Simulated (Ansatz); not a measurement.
**Nudged elastic band run: Sn$_{4}$S$_{8}$F**

input.yaml

```yaml
crystal:
  lattice:
    - [-3.605, -6.244043, 0.0]
    - [5.4075, -3.122022, 0.0]
    - [0.0, 0.0, 5.46]
  atoms:
    - { symbol: Sn, position: [0.75715021, 0.49163262, 0.01139972] }
    - { symbol: S, position: [0.50116568, 0.65502435, 0.75446181] }
    - { symbol: S, position: [0.50011147, 0.32534705, 0.27156772] }
    - { symbol: Sn, position: [0.49543219, -0.00188558, -0.00498888] }
    - { symbol: S, position: [0.2629272, 0.16690819, 0.70353079] }
    - { symbol: S, position: [0.1909789, 0.82981541, 0.25212914] }
    - { symbol: Sn, position: [0.2440153, 0.49215124, 0.01133012] }
    - { symbol: S, position: [0.00135345, 0.62582174, 0.70377487] }
    - { symbol: S, position: [0.00055058, 0.29008248, 0.2454496] }
    - { symbol: Sn, position: [-0.001095, -0.00981914, -0.09165904] }
    - { symbol: S, position: [0.73298804, 0.16460738, 0.70674358] }
    - { symbol: S, position: [0.81841367, 0.8254944, 0.25513626] }
    - { symbol: F, position: [0.5069246, 0.81553926, 0.31499632] }
magnetization:
  spin_polarized: true
basis:
  ecutwfc: 420.0
kpoints:
  mp_grid: { grid: [2, 2, 3] }
hamiltonian:
  xc: pbe
  dispersion: d3bj
scf:
  occupations: { method: gaussian, width: 0.05 }
  lower_state_search: "off"
neb:
  images: 5
  f_tol: 0.05
  initial_path: idpp
  max_iterations: 37
  final_atoms:
    - { symbol: Sn, position: [0.75059274, 0.50132294, -0.02639066] }
    - { symbol: S, position: [0.49589672, 0.67015635, 0.73003128] }
    - { symbol: S, position: [0.51964586, 0.32725431, 0.25506503] }
    - { symbol: Sn, position: [0.50801962, -0.00080014, -0.00898775] }
    - { symbol: S, position: [0.2504519, 0.16953542, 0.73804317] }
    - { symbol: S, position: [0.25029473, 0.8542908, 0.26506681] }
    - { symbol: Sn, position: [0.2506139, 0.50033789, 0.0304254] }
    - { symbol: S, position: [0.00518495, 0.67000047, 0.73014746] }
    - { symbol: S, position: [-0.0184536, 0.32728503, 0.25540351] }
    - { symbol: Sn, position: [-0.00710859, -0.00056233, -0.00941664] }
    - { symbol: S, position: [0.75033097, 0.16155437, 0.70594806] }
    - { symbol: S, position: [0.75065133, 0.82625021, 0.26758541] }
    - { symbol: F, position: [0.2509226, 0.49108509, 0.47469271] }
  order_check: true
```

Run as:

```bash
$ ansatz run input.yaml --threads 2 --pin off --max-ram 5120MiB --backend cpu --events-out ev --progress --plain --runs-dir out
```

Output, in part (warnings, iteration lines):

```
NEB end point (image 0): max|allowed force component| = 2.739e-2 eV/Å (the criterion of neb.relax_end_points is 1.000e-2)
NEB end point (image 6): max|allowed force component| = 2.938e-2 eV/Å (the criterion of neb.relax_end_points is 1.000e-2)
NEB iter   1: max|band force component| = 1.448e0 eV/Å  barrier→ = 1.1608 eV  barrier← = 0.6548 eV  Δτ_max = 0.1974 Å  (94 SCF iters)
NEB iter   2: max|band force component| = 5.359e-1 eV/Å  barrier→ = 0.7759 eV  barrier← = 0.2699 eV  Δτ_max = 0.0967 Å  (48 SCF iters)
NEB iter   3: max|band force component| = 5.008e-1 eV/Å  barrier→ = 0.6695 eV  barrier← = 0.1635 eV  Δτ_max = 0.1787 Å  (44 SCF iters)
NEB iter   4: max|band force component| = 3.736e-1 eV/Å  barrier→ = 0.5960 eV  barrier← = 0.0900 eV  CI = image 4  Δτ_max = 0.2000 Å  (46 SCF iters)
NEB iter   5: max|band force component| = 2.878e-1 eV/Å  barrier→ = 0.5757 eV  barrier← = 0.0697 eV  CI = image 4  Δτ_max = 0.1986 Å  (49 SCF iters)
NEB iter   6: max|band force component| = 2.673e-1 eV/Å  barrier→ = 0.5449 eV  barrier← = 0.0390 eV  CI = image 4  Δτ_max = 0.1961 Å  (46 SCF iters)
NEB iter   7: max|band force component| = 5.599e-1 eV/Å  barrier→ = 0.5201 eV  barrier← = 0.0141 eV  CI = image 5  Δτ_max = 0.1004 Å  (47 SCF iters)
NEB iter   8: max|band force component| = 1.529e-1 eV/Å  barrier→ = 0.5208 eV  barrier← = 0.0148 eV  CI = image 5  Δτ_max = 0.0598 Å  (44 SCF iters)
[... lines left out ...]
NEB iter  14: max|band force component| = 9.501e-2 eV/Å  barrier→ = 0.5169 eV  barrier← = 0.0110 eV  CI = image 5  Δτ_max = 0.0183 Å  (40 SCF iters)
NEB iter  15: max|band force component| = 4.288e-2 eV/Å  barrier→ = 0.5162 eV  barrier← = 0.0103 eV  CI = image 5  Δτ_max = 0.0160 Å  (38 SCF iters)
NEB iter  16: max|band force component| = 5.990e-2 eV/Å  barrier→ = 0.5160 eV  barrier← = 0.0100 eV  CI = image 5  Δτ_max = 0.0365 Å  (7 SCF iters)
```

It converged. The band force fell under the threshold earlier too, but the program's further tests of the path sent the band on. By the program's own check the climbing image is a first-order saddle point (lowest curvatures found: -0.99 and 0.27 eV/Å²). Limits of this set-up: coarse k mesh, a small cell, in which the defect meets its images, a typed lattice constant that wasn't relaxed here.

Final band (atoms are numbered from 1 in the order of the input):

```json
{"image": "0", "path coordinate (Å)": "0.00", "energy (eV)": "0.00", "Sn4–F13 (Å)": "2.09"}
{"image": "1", "path coordinate (Å)": "0.71", "energy (eV)": "0.42", "Sn4–F13 (Å)": "2.42"}
{"image": "2", "path coordinate (Å)": "1.43", "energy (eV)": "0.42", "Sn4–F13 (Å)": "3.07"}
{"image": "3", "path coordinate (Å)": "2.13", "energy (eV)": "0.43", "Sn4–F13 (Å)": "3.41"}
{"image": "4", "path coordinate (Å)": "2.84", "energy (eV)": "0.49", "Sn4–F13 (Å)": "3.89"}
{"image": "5", "path coordinate (Å)": "3.54", "energy (eV)": "0.52", "Sn4–F13 (Å)": "4.35"}
{"image": "6", "path coordinate (Å)": "4.12", "energy (eV)": "0.51", "Sn4–F13 (Å)": "4.45"}
```

Run time: 5.9 min on 2 threads of AMD EPYC 9R45 96-Core Processor (Zen 5), with other jobs on the host, peak memory 1.7 GiB.
